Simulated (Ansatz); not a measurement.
# CH10Si3: the cost of one run

Method: RKS PBE0/6-31G, in Ansatz 0.2.0.

## 1. Starting point

Bond lengths: Si1–Si2 2.220 Å, Si2–H3 1.460 Å, Si2–H4 1.460 Å, Si2–H5 1.460 Å, Si1–Si6 2.220 Å, Si6–H7 1.460 Å, Si6–H8 1.460 Å, Si6–H9 1.460 Å, Si1–C10 1.869 Å, C10–H11 1.110 Å, C10–H12 1.110 Å, C10–H13 1.110 Å, Si1–H14 1.459 Å. Angles (14 of 24 angles, heavy atoms first): Si2–Si1–Si6 109.5°, Si2–Si1–C10 109.5°, Si6–Si1–C10 109.5°, Si1–Si2–H3 109.5°, Si1–Si2–H4 109.5°, Si1–Si2–H5 109.5°, Si2–Si1–H14 109.5°, Si6–Si1–H14 109.5°, C10–Si1–H14 109.5°, Si1–Si6–H7 109.5°, Si1–Si6–H8 109.5°, Si1–Si6–H9 109.5°, Si1–C10–H11 109.5°, Si1–C10–H12 109.5°.

As a file:

```xyz
14

Si    0.0000    0.0000    0.0000
Si    0.0000    0.0000    2.2200
H    -1.3148   -0.4067    2.7074
H     1.0096   -0.9353    2.7074
H     0.3052    1.3420    2.7074
Si    2.0935    0.0000   -0.7393
H     2.5508   -1.3762   -0.9079
H     2.1573    0.6939   -2.0222
H     2.9510    0.6823    0.2255
C    -0.8808    1.5259   -0.6227
H    -1.9334    1.2723   -0.8671
H    -0.8624    2.3106    0.1622
H    -0.3704    1.9025   -1.5336
H    -0.6877   -1.1914   -0.4862
```

## 2. Relaxing the start

Input file input.yaml:

```yaml
crystal:
  periodic: [false, false, false]
  atoms:
    - { symbol: Si, position_ang: [0.0, 0.0, 0.0] }
    - { symbol: Si, position_ang: [0.0, 0.0, 2.22] }
    - { symbol: H, position_ang: [-1.3148, -0.4067, 2.7074] }
    - { symbol: H, position_ang: [1.0096, -0.9353, 2.7074] }
    - { symbol: H, position_ang: [0.3052, 1.342, 2.7074] }
    - { symbol: Si, position_ang: [2.0935, 0.0, -0.7393] }
    - { symbol: H, position_ang: [2.5508, -1.3762, -0.9079] }
    - { symbol: H, position_ang: [2.1573, 0.6939, -2.0222] }
    - { symbol: H, position_ang: [2.951, 0.6823, 0.2255] }
    - { symbol: C, position_ang: [-0.8808, 1.5259, -0.6227] }
    - { symbol: H, position_ang: [-1.9334, 1.2723, -0.8671] }
    - { symbol: H, position_ang: [-0.8624, 2.3106, 0.1622] }
    - { symbol: H, position_ang: [-0.3704, 1.9025, -1.5336] }
    - { symbol: H, position_ang: [-0.6877, -1.1914, -0.4862] }
basis:
  gaussian: { orbitals: "6-31G" }
hamiltonian:
  xc: pbe0
relax:
  f_tol: 0.02
  max_steps: 40
```

Launch:

```console
> ansatz run input.yaml --threads 1 --pin off --max-ram 2048MiB --backend cpu --events-out ev --progress --plain --runs-dir out
```

Q: Estimate wall time and peak memory on 1 thread of Arm Neoverse V1, shared host.

About 65 s, with a peak of 0.16 GiB.
